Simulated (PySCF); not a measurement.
# One shape, several levels: C2H8SiTe (SMILES CC[Te][SiH3])

Aim: a comparison of 3 runs (HF/STO-3G, PBE0/def2-SVP, TPSS/def2-SVP) of C2H8SiTe. 

The results are computed with PySCF 2.14.0.

**1. Starting point**

C2H8SiTe has 12 atoms, charge 0, and is taken as a singlet. SMILES: `CC[Te][SiH3]`. The shape is that of a PBE0-D4/def2-TZVP optimisation. This is one conformer, not always the lowest.

Bond lengths: C1–C2 1.513 Å, C2–Te3 2.166 Å, Te3–Si4 2.482 Å, C1–H5 1.092 Å, C1–H6 1.094 Å, C1–H7 1.092 Å, C2–H8 1.089 Å, C2–H9 1.089 Å, Si4–H10 1.485 Å, Si4–H11 1.487 Å, Si4–H12 1.487 Å. Some angles: C1–C2–Te3 110.5°, C2–Te3–Si4 94.4°, C1–C2–H8 111.7°, C1–C2–H9 111.7°, Te3–C2–H8 106.8°, Te3–C2–H9 106.8°, C2–C1–H5 111.6°, C2–C1–H6 110.2°, C2–C1–H7 111.6°, Te3–Si4–H10 106.8°.

**2. Energy and gradient at HF/STO-3G (run 1)**

input.py reads:

```python
# CC[Te][SiH3]
import pyscf.grad
from pyscf import gto

mol = gto.M(
    atom='''
C     -0.445786     4.003574     1.434491
C     -0.503423     1.179945     0.983602
Te     1.598897     0.225066    -2.397118
Si     0.823165    -4.384543    -2.011424
H      1.483624     4.692379     1.687336
H     -1.510836     4.475060     3.142804
H     -1.289927     5.041222    -0.137572
H     -2.423574     0.490951     0.706002
H      0.362827     0.142107     2.536390
H      2.110446    -5.607573    -4.183476
H      1.865160    -5.394412     0.395331
H     -1.924875    -4.967901    -2.091738
''',
    max_memory=1860,
    basis='sto-3g',
    verbose=4,
    charge=0,
    unit='bohr',
)

calc0 = mol.RHF()
calc0.conv_tol = 1e-10
calc0.kernel()
if not calc0.converged:
    calc0 = calc0.newton().run(calc0.mo_coeff, calc0.mo_occ)

e_tot = calc0.e_tot
print('Final energy', e_tot)
grad = calc0.Gradients().kernel()
dip = calc0.dip_moment()
pop, q = calc0.mulliken_pop()
```

Launch:

```bash
OMP_NUM_THREADS=1 python input.py
```

What it wrote:

```text
PySCF version 2.14.0

[... 64 lines left out ...]
converged SCF energy = -6912.2377046947
Final energy -6912.2377046946995
[... 11 lines left out ...]
Dipole moment(X, Y, Z, Debye): -1.00695, -1.30101,  1.31307
[... 67 lines left out ...]
charge of   11H =     -0.14107
```

Wall time 6 s (1 thread of Intel Xeon at 2.70GHz, shared host); peak memory 0.13 GiB.

**3. Energy and gradient at PBE0/def2-SVP (core potential) (run 2)**

geometry.xyz reads:

```xyz
12

C     -0.235900     2.118600     0.759100
C     -0.266400     0.624400     0.520500
Te     0.846100     0.119100    -1.268500
Si     0.435600    -2.320200    -1.064400
H      0.785100     2.483100     0.892900
H     -0.799500     2.368100     1.663100
H     -0.682600     2.667700    -0.072800
H     -1.282500     0.259800     0.373600
H      0.192000     0.075200     1.342200
H      1.116800    -2.967400    -2.213800
H      0.987000    -2.854600     0.209200
H     -1.018600    -2.628900    -1.106900
```

job.py reads:

```python
from pyscf import gto, dft

mol = gto.M(
    atom='geometry.xyz',
    max_memory=1860,
    verbose=4,
    basis='def2-svp',
    ecp={'Te': 'def2-svp'},
)

mf = dft.RKS(mol)
mf.xc = 'pbe0'
mf.conv_tol = 1e-10
mf.grids.level = 5
mf.kernel()
if not mf.converged:
    mf = mf.newton().run(mf.mo_coeff, mf.mo_occ)

energy = mf.e_tot
print(f'total energy: {energy:.8f} hartree')
grad = mf.nuc_grad_method().kernel()
dip = mf.dip_moment()
pop, q = mf.mulliken_pop()
```

Launch:

```bash
OMP_NUM_THREADS=1 python job.py
```

What it wrote:

```text
PySCF version 2.14.0

[... 85 lines left out ...]
converged SCF energy = -638.176834236072
total energy: -638.17683424 hartree
[... 12 lines left out ...]
Dipole moment(X, Y, Z, Debye): -0.72241,  0.27215,  1.15458
[... 125 lines left out ...]
charge of   11H =     -0.04944
```

Run time: 56 s. Hardware: 1 thread of Intel Xeon at 2.70GHz, shared host; peak memory 1.1 GiB.

**4. Energy and forces at TPSS/def2-SVP (core potential) (run 3)**

mol.xyz reads:

```xyz
12

C     -0.235900     2.118600     0.759100
C     -0.266400     0.624400     0.520500
Te     0.846100     0.119100    -1.268500
Si     0.435600    -2.320200    -1.064400
H      0.785100     2.483100     0.892900
H     -0.799500     2.368100     1.663100
H     -0.682600     2.667700    -0.072800
H     -1.282500     0.259800     0.373600
H      0.192000     0.075200     1.342200
H      1.116800    -2.967400    -2.213800
H      0.987000    -2.854600     0.209200
H     -1.018600    -2.628900    -1.106900
```

job.py reads:

```python
from pyscf import gto, dft

mol = gto.Mole()
mol.atom = 'mol.xyz'
mol.charge = 0
mol.ecp = {'Te': 'def2-svp'}
mol.basis = 'def2-svp'
mol.max_memory = 1860
mol.verbose = 4
mol.build()

myscf = dft.RKS(mol)
myscf.xc = 'tpss'
myscf.conv_tol = 1e-10
myscf.grids.level = 5
myscf.kernel()
if not myscf.converged:
    myscf = myscf.newton().run(myscf.mo_coeff, myscf.mo_occ)

etot = myscf.e_tot
print(f'total energy: {etot:.8f} hartree')
grad = myscf.nuc_grad_method().kernel()
dip = myscf.dip_moment()
pop, q = myscf.mulliken_pop()
```

Launch:

```bash
OMP_NUM_THREADS=1 python job.py
```

What it wrote:

```text
PySCF version 2.14.0

[... 87 lines left out ...]
converged SCF energy = -638.337369462511
total energy: -638.33736946 hartree
[... 12 lines left out ...]
Dipole moment(X, Y, Z, Debye): -0.71379,  0.36726,  1.15792
[... 125 lines left out ...]
charge of   11H =     -0.05836
```

Run time: 82 s. Hardware: 1 thread of Intel Xeon at 2.70GHz, shared host; peak memory 1.2 GiB.

**5. The series**

```csv
run,level,core potential,integration grid,energy (Eh),dipole moment (D),HOMO energy (eV),LUMO energy (eV),wall time
1,HF/STO-3G,–,–,-6912.237705,2.10,-5.94,7.85,6 s
2,PBE0/def2-SVP (core potential),def2-svp,5,-638.176834,1.39,-6.01,-0.51,56 s
3,TPSS/def2-SVP (core potential),def2-svp,5,-638.337369,1.41,-5.08,-1.21,82 s
```

**6. Summary of results**

| quantity | value |
| --- | --- |
| run 3: total energy | -638.33737 Eh |
| run 3: dipole moment | 1.41 D |
| run 3: HOMO energy | -5.08 eV |
| run 3: LUMO energy | -1.21 eV |
| run 3: HOMO–LUMO gap | 3.87 eV |
| run 3: largest force on an atom | 0.683 eV/Å |

What this shows: The dipole moment (its size) runs from 1.39 D (PBE0/def2-SVP) to 2.10 D (HF/STO-3G). The two ends differ in method and basis and core potential. The HOMO–LUMO gap runs from 3.87 eV (TPSS/def2-SVP) to 13.80 eV (HF/STO-3G). Totals of different functionals can't be ranked against each other. Some runs of one species differ in core potentials or relativity; totals across that change don't compare. In run 1 the basis is minimal, so the values are rough. In run 1 relativity is left out where basis or elements ask for it. All runs together took 2.4 min, the longest 82 s.
